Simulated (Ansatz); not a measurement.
# CH5FHfO2: basis-set convergence

Aim: see how fast density functionals converge with the basis set for CH5FHfO2.

Program: Ansatz 0.2.0, Gaussian basis. Level of theory: one geometry, several basis sets. These are calculated values, not measurements.

Levels to be run: PBE0-D4/def2-SVP; ωB97M-V/def2-SVP; PBE0-D4/def2-QZVPP; ωB97M-V/def2-QZVPP; the functionals' def2-TZVPP values are taken from earlier runs.

1 further run of the same task is left out (for a known fault of the program). Runs told in other sessions of the task aren't counted.

## (1) Structure used throughout

An earlier PBE0-D4 in a triple-zeta def2 set relaxation fixed the geometry. Hf takes the def2 core potential; no spin-orbit term is included.

SMILES `[CH3][Hf]([OH])([OH])[F]`, 10 atoms, charge 0, spin multiplicity 1.

Atoms are counted from 1 here; the program's logs count them from 0.

Bond lengths: C1–Hf2 2.223 Å, C1–H6 1.095 Å, C1–H7 1.096 Å, C1–H8 1.096 Å, Hf2–O3 1.917 Å, Hf2–O4 1.916 Å, Hf2–F5 1.919 Å, O3–H9 0.951 Å, O4–H10 0.951 Å. Angles: Hf2–C1–H6 111.6°, Hf2–C1–H7 111.3°, Hf2–C1–H8 111.3°, H6–C1–H7 107.4°, H6–C1–H8 107.4°, H7–C1–H8 107.6°, C1–Hf2–O3 105.7°, C1–Hf2–O4 105.6°, C1–Hf2–F5 106.1°, O3–Hf2–O4 115.0°, O3–Hf2–F5 111.8°, O4–Hf2–F5 111.8°, Hf2–O3–H9 168.6°, Hf2–O4–H10 168.9°.

## (2) PBE0-D4 in def2-SVP

in.yaml reads:

```yaml
crystal:
  periodic: [false, false, false]
  atoms:
    - {symbol: C, position_ang: [-1.003575, -0.219882, 1.198516]}
    - {symbol: Hf, position_ang: [0.132488, 0.304462, -0.639024]}
    - {symbol: O, position_ang: [1.689179, 1.244472, -0.033968]}
    - {symbol: O, position_ang: [0.483447, -1.359823, -1.521975]}
    - {symbol: F, position_ang: [-1.023614, 1.432125, -1.674675]}
    - {symbol: H, position_ang: [-0.418719, -0.863543, 1.864590]}
    - {symbol: H, position_ang: [-1.277923, 0.676389, 1.766248]}
    - {symbol: H, position_ang: [-1.929040, -0.754029, 0.955491]}
    - {symbol: H, position_ang: [2.542438, 1.638146, 0.112099]}
    - {symbol: H, position_ang: [0.805309, -2.098307, -2.027291]}
basis:
  gaussian: {orbitals: def2-SVP}
hamiltonian: {xc: pbe0, dispersion: d4}
output: {orbitals: {seedname: orbitals}}
```

Command:

```sh
> ansatz run in.yaml --threads 4 --pin off --events-out ev --progress --plain --max-ram 10444MiB
```

The program printed:

```text
Functional definition: PBE0
  name "PBE0"
  cite "Adamo & Barone, J. Chem. Phys. 110, 6158 (1999) doi:10.1063/1.478522"
  cite "Perdew, Burke & Ernzerhof, Phys. Rev. Lett. 77, 3865 (1996) doi:10.1103/PhysRevLett.77.3865"
  parent pbe
  parameter a = 0.25
  parameter kappa = 0.804
  parameter beta = 0.06672455060314922
  exchange = (1 - a)*pbe_x(kappa = kappa, mu = beta*pi^2/3) + a*exact_x
  correlation = pbe_c(beta = beta)
1229 factors; their error is unknown
mean field evaluation 1: about -9212.2820 eV, gradient 8.9e1 eV
mean field evaluation 2: about -9176.7201 eV, gradient 1.6e2 eV
mean field evaluation 4: about -9227.1971 eV, gradient 6.9e0 eV
mean field evaluation 8: about -9227.3058 eV, gradient 1.9e-1 eV
mean field evaluation 16: about -9227.3990 eV, gradient 5.6e-5 eV
mean field -9227.39896768 eV, -339.1006575065 hartree, gradient 5.6e-5 eV, S^2 0.000000; 0 other end points of the search recorded, 0 dependent functions left out
reference -9227.39902732 eV, -339.1006596984 hartree; 24, 24 occupied and 89, 89 virtual orbitals, 1229 factors
Total energy: -9227.53631055 eV, -339.1057047641 hartree
```

Wall time 0.5 s (4 threads of AMD EPYC 9R45, shared host); peak memory 0.25 GiB.

## (3) ωB97M-V in def2-SVP

in.yaml: that of step 2 with these lines changed.

```diff
@@ -15,3 +15,3 @@
   gaussian: {orbitals: def2-SVP}
-hamiltonian: {xc: pbe0, dispersion: d4}
+hamiltonian: {xc: {name: wB97M-V}}
 output: {orbitals: {seedname: orbitals}}
```

Launched as before.

The program printed, shortened:

```text
Functional definition: wB97M-V
  name "wB97M-V"
  cite "Mardirossian & Head-Gordon, J. Chem. Phys. 144, 214110 (2016) doi:10.1063/1.4952647"
  cite "Becke, J. Chem. Phys. 107, 8554 (1997) doi:10.1063/1.475007"
  cite "Vydrov & Van Voorhis, J. Chem. Phys. 133, 244103 (2010) doi:10.1063/1.3521275"
  # Of w^i u^j: cxij and so on, Table III.
[...]
  gx(w, u) = 1 - cx + cx01*u + cx10*w
  gss(w, u) = css00 + css04*u^4 + css10*w + css20*w^2 + css43*w^4*u^3
  gos(w, u) = cos00 + cos10*w + (cos20 + cos21*u)*w^2 + (cos60 + cos61*u)*w^6
[...]
      + integral(e_c_pw_mod_opposite_spin*gos(b97_w_opposite, b97_u_opposite)) + vv10(b, c)
1199 factors; their error is unknown
282 factors; integrals over basis functions are off by at most 1.0e-5 eV
[...]
mean field -9231.17343620 eV, -339.2393666664 hartree, gradient 2.5e-5 eV, S^2 0.000000; 0 other end points of the search recorded, 0 dependent functions left out
reference -9231.17353128 eV, -339.2393701604 hartree; 24, 24 occupied and 89, 89 virtual orbitals, 1199 factors
Total energy: -9231.17353128 eV, -339.2393701604 hartree
```

Run time: 1.7 s. Hardware: 4 threads of AMD EPYC 9R45, shared host; peak memory 0.38 GiB.

## (4) PBE0-D4 in def2-QZVPP

in.yaml: that of step 3 with these lines changed.

```diff
@@ -14,4 +14,4 @@
 basis:
-  gaussian: {orbitals: def2-SVP}
-hamiltonian: {xc: {name: wB97M-V}}
+  gaussian: {orbitals: "def2-QZVPP.json"}
+hamiltonian: {xc: pbe0, dispersion: d4}
 output: {orbitals: {seedname: orbitals}}
```

The command is unchanged.

The program printed:

```text
Functional definition: PBE0
  name "PBE0"
  cite "Adamo & Barone, J. Chem. Phys. 110, 6158 (1999) doi:10.1063/1.478522"
  cite "Perdew, Burke & Ernzerhof, Phys. Rev. Lett. 77, 3865 (1996) doi:10.1103/PhysRevLett.77.3865"
  parent pbe
  parameter a = 0.25
  parameter kappa = 0.804
  parameter beta = 0.06672455060314922
  exchange = (1 - a)*pbe_x(kappa = kappa, mu = beta*pi^2/3) + a*exact_x
  correlation = pbe_c(beta = beta)
1509 factors; their error is unknown
mean field evaluation 1: about -9219.2348 eV, gradient 1.0e2 eV
mean field evaluation 2: about -9173.0679 eV, gradient 1.9e2 eV
mean field evaluation 4: about -9237.7369 eV, gradient 9.8e0 eV
mean field evaluation 8: about -9237.9397 eV, gradient 5.2e-2 eV
mean field evaluation 16: about -9237.9540 eV, gradient 5.2e-5 eV
mean field -9237.95398434 eV, -339.4885472142 hartree, gradient 5.2e-5 eV, S^2 0.000000; 0 other end points of the search recorded, 0 dependent functions left out
reference -9237.95402609 eV, -339.4885487487 hartree; 24, 24 occupied and 435, 435 virtual orbitals, 1509 factors
Total energy: -9238.09130932 eV, -339.4935938144 hartree
```

Wall time 2.3 s (4 threads of AMD EPYC 9R45, shared host); peak memory 1.4 GiB.

## (5) ωB97M-V in def2-QZVPP

in.yaml: that of step 4 with these lines changed.

```diff
@@ -15,3 +15,3 @@
   gaussian: {orbitals: "def2-QZVPP.json"}
-hamiltonian: {xc: pbe0, dispersion: d4}
+hamiltonian: {xc: {name: wB97M-V}}
 output: {orbitals: {seedname: orbitals}}
```

Launched as before.

The program printed, shortened:

```text
Functional definition: wB97M-V
  name "wB97M-V"
  cite "Mardirossian & Head-Gordon, J. Chem. Phys. 144, 214110 (2016) doi:10.1063/1.4952647"
  cite "Becke, J. Chem. Phys. 107, 8554 (1997) doi:10.1063/1.475007"
  cite "Vydrov & Van Voorhis, J. Chem. Phys. 133, 244103 (2010) doi:10.1063/1.3521275"
  # Of w^i u^j: cxij and so on, Table III.
[...]
  gx(w, u) = 1 - cx + cx01*u + cx10*w
  gss(w, u) = css00 + css04*u^4 + css10*w + css20*w^2 + css43*w^4*u^3
  gos(w, u) = cos00 + cos10*w + (cos20 + cos21*u)*w^2 + (cos60 + cos61*u)*w^6
[...]
      + integral(e_c_pw_mod_opposite_spin*gos(b97_w_opposite, b97_u_opposite)) + vv10(b, c)
1456 factors; their error is unknown
380 factors; integrals over basis functions are off by at most 1.1e-5 eV
[...]
mean field -9242.00360604 eV, -339.6373680669 hartree, gradient 3.9e-5 eV, S^2 0.000000; 0 other end points of the search recorded, 0 dependent functions left out
reference -9242.00367369 eV, -339.6373705530 hartree; 24, 24 occupied and 435, 435 virtual orbitals, 1456 factors
Total energy: -9242.00367369 eV, -339.6373705530 hartree
```

Run time: 5.5 s. Hardware: 4 threads of AMD EPYC 9R45, shared host; peak memory 1.8 GiB.

## (6) Density functionals: the series

The def2-TZVPP values come from earlier runs at the same geometry.

| functional | basis | functions | energy (eV) | from the largest (eV) | HOMO (eV) | LUMO (eV) |
| --- | --- | --- | --- | --- | --- | --- |
| PBE0-D4 | def2-SVP | 113 | -9227.5363 | 10.555 | -7.51 | 0.09 |
| PBE0-D4 | def2-TZVPP | 250 | -9237.6221 | 0.469 | -7.60 | -0.10 |
| PBE0-D4 | def2-QZVPP | 459 | -9238.0913 | 0.000 | -7.63 | -0.35 |
| ωB97M-V | def2-SVP | 113 | -9231.1735 | 10.830 | -9.77 | 1.23 |
| ωB97M-V | def2-TZVPP | 250 | -9241.5615 | 0.442 | -9.87 | 0.96 |
| ωB97M-V | def2-QZVPP | 459 | -9242.0037 | 0.000 | -9.90 | 0.48 |

## (7) Results

```
                                       quantity           value
PBE0-D4: double and triple zeta above quadruple  10.55, 0.47 eV
ωB97M-V: double and triple zeta above quadruple  10.83, 0.44 eV
```

For PBE0-D4 the step from double to triple zeta gains 10.09 eV and the next only 0.47 eV. These are total energies; as a rule much of such shifts cancels in differences, which this series doesn't test. The LUMO of ωB97M-V is positive and keeps falling with the basis (1.23 to 0.48 eV): an unbound level that the basis holds in place.

For PBE0-D4 the largest set took about 5 times as long as the smallest (2.3 s against 0.5 s).
